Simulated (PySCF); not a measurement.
# TlI3(H2O): a change of charge

Aim: at the relaxed geometry of TlI3(H2O), try a change of charge. It is a constructed species; whether it can be made isn't addressed.

Computed with PySCF 2.14.0. Level: PBE0, Tl def2-SVP with ECP60, I def2-SVP with ECP28, O def2-SVP, H def2-SVP; scalar-relativistic core potentials, no spin–orbit coupling.

1 further run of the same task is left out (for a known fault of the program).

### Step 1. The starting structure

7 atoms, charge 0, spin multiplicity 1.

Bond lengths: Tl1–I2 2.733 Å, Tl1–I3 2.757 Å, Tl1–I4 2.733 Å, Tl1–O5 2.517 Å, O5–H6 0.967 Å, O5–H7 0.967 Å. Angles: I2–Tl1–I3 117.7°, I2–Tl1–I4 122.3°, I2–Tl1–O5 97.7°, I3–Tl1–I4 117.7°, I3–Tl1–O5 89.5°, I4–Tl1–O5 97.7°, Tl1–O5–H6 109.6°, Tl1–O5–H7 109.6°, H6–O5–H7 104.8°.

As a file:

```
Tl    0.0260    0.1577   -0.1577
I     1.2807    2.1360    1.2492
I    -2.2730   -0.9183    0.9183
I     1.2807   -1.2492   -2.1360
O    -1.3828    1.6327   -1.6327
H    -1.9727    2.1692   -1.0857
H    -1.9727    1.0857   -2.1692
```

Formal oxidation states: Tl +3. An earlier session relaxed this geometry at PBE0, Tl def2-SVP with ECP60, I def2-SVP with ECP28, O def2-SVP, H def2-SVP (singlet, point group Cs).

Its energy there is -1142.080540 Eh.

### Step 2. One electron removed, multiplicity 2

File run.py (the lines that set the calculation):

```python
mol = gto.M(atom='''
Tl     0.02601     0.15773    -0.15773
I      1.28073     2.13597     1.24923
I     -2.27296    -0.91829     0.91829
I      1.28073    -1.24923    -2.13597
O     -1.38283     1.63271    -1.63271
H     -1.97269     2.16924    -1.08567
H     -1.97269     1.08567    -2.16924''',
    basis={'Tl': 'def2-SVP', 'I': 'def2-SVP', 'O': 'def2-SVP', 'H': 'def2-SVP'},
    ecp={'Tl': 'def2-SVP', 'I': 'def2-SVP'},
    charge=1, spin=1)
mf = dft.UKS(mol, xc='PBE0')
mf.grids.atom_grid = (50, 194)
mf = mf.density_fit()  # fitting sets: Tl def2-universal-JKFIT, I def2-universal-JKFIT, O def2-universal-JKFIT, H def2-universal-JKFIT
mf.conv_tol = 1e-08; mf.max_cycle = 55
mf.kernel(dm0)  # dm0: the density of the relaxed state
```

On the command line:

```sh
OMP_NUM_THREADS=2 python run.py
```

Log:

```text
init E= -1142.08353342675
  HOMO = -0.277293957313  LUMO = -0.274408567055  gap/eV = 0.07852
cycle= 1 E= -1141.73084525812  delta_E= 0.353  |g|= 0.121  |ddm|= 0.804
  HOMO = -0.445747527519  LUMO = -0.418848231137  gap/eV = 0.73197
cycle= 2 E= -1141.7235815033  delta_E= 0.00726  |g|= 0.15  |ddm|= 0.586
  HOMO = -0.436507415369  LUMO = -0.40243351911  gap/eV = 0.92720
cycle= 3 E= -1141.71900148565  delta_E= 0.00458  |g|= 0.152  |ddm|= 0.649
  HOMO = -0.431574761855  LUMO = -0.400605272669  gap/eV = 0.84272
cycle= 4 E= -1141.74340235663  delta_E= -0.0244  |g|= 0.0169  |ddm|= 0.394
  HOMO = -0.430165792504  LUMO = -0.397487138329  gap/eV = 0.88923
cycle= 5 E= -1141.74367316516  delta_E= -0.000271  |g|= 0.00667  |ddm|= 0.0384
  HOMO = -0.429887969856  LUMO = -0.397083626409  gap/eV = 0.89265
cycle= 6 E= -1141.74369003532  delta_E= -1.69e-05  |g|= 0.00211  |ddm|= 0.00844
  HOMO = -0.429843722093  LUMO = -0.396973675326  gap/eV = 0.89444
cycle= 7 E= -1141.74369140996  delta_E= -1.37e-06  |g|= 0.00185  |ddm|= 0.00518
  HOMO = -0.429867839163  LUMO = -0.396974133468  gap/eV = 0.89508
cycle= 8 E= -1141.74369372844  delta_E= -2.32e-06  |g|= 0.00125  |ddm|= 0.00252
  HOMO = -0.429881609725  LUMO = -0.396969249695  gap/eV = 0.89559
cycle= 9 E= -1141.74369510482  delta_E= -1.38e-06  |g|= 0.000769  |ddm|= 0.00289
  HOMO = -0.42989714824  LUMO = -0.396964756527  gap/eV = 0.89614
cycle= 10 E= -1141.74369572077  delta_E= -6.16e-07  |g|= 0.000442  |ddm|= 0.00237
  HOMO = -0.429910205769  LUMO = -0.396958434141  gap/eV = 0.89666
cycle= 11 E= -1141.74369601026  delta_E= -2.89e-07  |g|= 0.000191  |ddm|= 0.00238
  HOMO = -0.429923079815  LUMO = -0.396959062591  gap/eV = 0.89700
cycle= 12 E= -1141.74369608139  delta_E= -7.11e-08  |g|= 3.05e-05  |ddm|= 0.00127
  HOMO = -0.429927055845  LUMO = -0.396957137401  gap/eV = 0.89716
cycle= 13 E= -1141.74369609284  delta_E= -1.15e-08  |g|= 3e-05  |ddm|= 0.000675
  HOMO = -0.429925811087  LUMO = -0.396956753446  gap/eV = 0.89713
cycle= 14 E= -1141.74369609772  delta_E= -4.88e-09  |g|= 1.28e-05  |ddm|= 0.000289
  HOMO = -0.429927497634  LUMO = -0.396957270914  gap/eV = 0.89717
Extra cycle  E= -1141.74369609958  delta_E= -1.86e-09  |g|= 2.63e-05  |ddm|= 0.000196
converged SCF energy = -1141.74369609958  <S^2> = 0.75318393  2S+1 = 2.0031814
```

Run time: 9 s. Hardware: 2 threads of Arm Neoverse V2, shared host.

It gives: E = -1141.743696 Eh (+9.166 eV from the relaxed state), HOMO -11.70 eV, LUMO -10.80 eV (over both spins), ⟨S²⟩ = 0.753, Mulliken charge on Tl1 +0.41 e. 

### Step 3. One electron added, multiplicity 2

run.py (the lines that set the calculation), as its differences from that of step 2:

```diff
@@ -10,3 +10,3 @@
     ecp={'Tl': 'def2-SVP', 'I': 'def2-SVP'},
-    charge=1, spin=1)
+    charge=-1, spin=1)
 mf = dft.UKS(mol, xc='PBE0')
```

On the command line:

```sh
OMP_NUM_THREADS=2 python run.py
```

Log:

```text
init E= -1142.0834225525
  HOMO = -0.134167741275  LUMO = -0.130839991316  gap/eV = 0.09055
cycle= 1 E= -1142.13737404855  delta_E= -0.054  |g|= 0.142  |ddm|= 1.94
  HOMO = 0.0188512035837  LUMO = 0.0792972671972  gap/eV = 1.64482
cycle= 2 E= -1142.14039149806  delta_E= -0.00302  |g|= 0.149  |ddm|= 0.706
  HOMO = -0.0109117188472  LUMO = 0.0506929229344  gap/eV = 1.67635
cycle= 3 E= -1142.15427028083  delta_E= -0.0139  |g|= 0.0244  |ddm|= 0.344
  HOMO = -0.0143813420604  LUMO = 0.0480988037985  gap/eV = 1.70017
cycle= 4 E= -1142.15460261327  delta_E= -0.000332  |g|= 0.00845  |ddm|= 0.0534
  HOMO = -0.0156690506361  LUMO = 0.047318456532  gap/eV = 1.71398
cycle= 5 E= -1142.15464292582  delta_E= -4.03e-05  |g|= 0.00188  |ddm|= 0.0165
  HOMO = -0.0157643768518  LUMO = 0.0473660901192  gap/eV = 1.71787
cycle= 6 E= -1142.15464417871  delta_E= -1.25e-06  |g|= 0.00114  |ddm|= 0.00294
  HOMO = -0.0157604270366  LUMO = 0.0474577423643  gap/eV = 1.72025
cycle= 7 E= -1142.15464484218  delta_E= -6.63e-07  |g|= 0.000158  |ddm|= 0.00136
  HOMO = -0.0157546296154  LUMO = 0.0474776380892  gap/eV = 1.72064
cycle= 8 E= -1142.15464486312  delta_E= -2.09e-08  |g|= 5.86e-05  |ddm|= 0.000348
  HOMO = -0.0157555946654  LUMO = 0.0474816356834  gap/eV = 1.72077
cycle= 9 E= -1142.15464486663  delta_E= -3.51e-09  |g|= 2.08e-05  |ddm|= 0.000201
  HOMO = -0.0157566485373  LUMO = 0.0474801568303  gap/eV = 1.72076
Extra cycle  E= -1142.15464486669  delta_E= -6.07e-11  |g|= 2.06e-05  |ddm|= 7.81e-05
converged SCF energy = -1142.15464486669  <S^2> = 0.75274937  2S+1 = 2.0027475
```

Run time: 6.6 s. Hardware: 2 threads of Arm Neoverse V2, shared host.

It gives: E = -1142.154645 Eh (-2.017 eV from the relaxed state), HOMO -0.43 eV, LUMO 1.29 eV (over both spins), ⟨S²⟩ = 0.753, Mulliken charge on Tl1 +0.26 e. 

### Step 4. The states side by side

| state | energy from the relaxed state (eV) | ⟨S²⟩ | time |
| --- | --- | --- | --- |
| charge 0, singlet, vacuum (relaxed) | 0 | 0.00 |  |
| charge -1, doublet, vacuum | -2.02 | 0.75 | 6.6 s |
| charge +1, doublet, vacuum | 9.17 | 0.75 | 9 s |

An electron taken off or put on is at rest in vacuum. 

Removing an electron vertically costs 9.17 eV (doublet), against −HOMO = 7.53 eV. Adding an electron vertically releases 2.02 eV (doublet). These are double-zeta-type bases without diffuse functions. Spin–orbit coupling is left out.
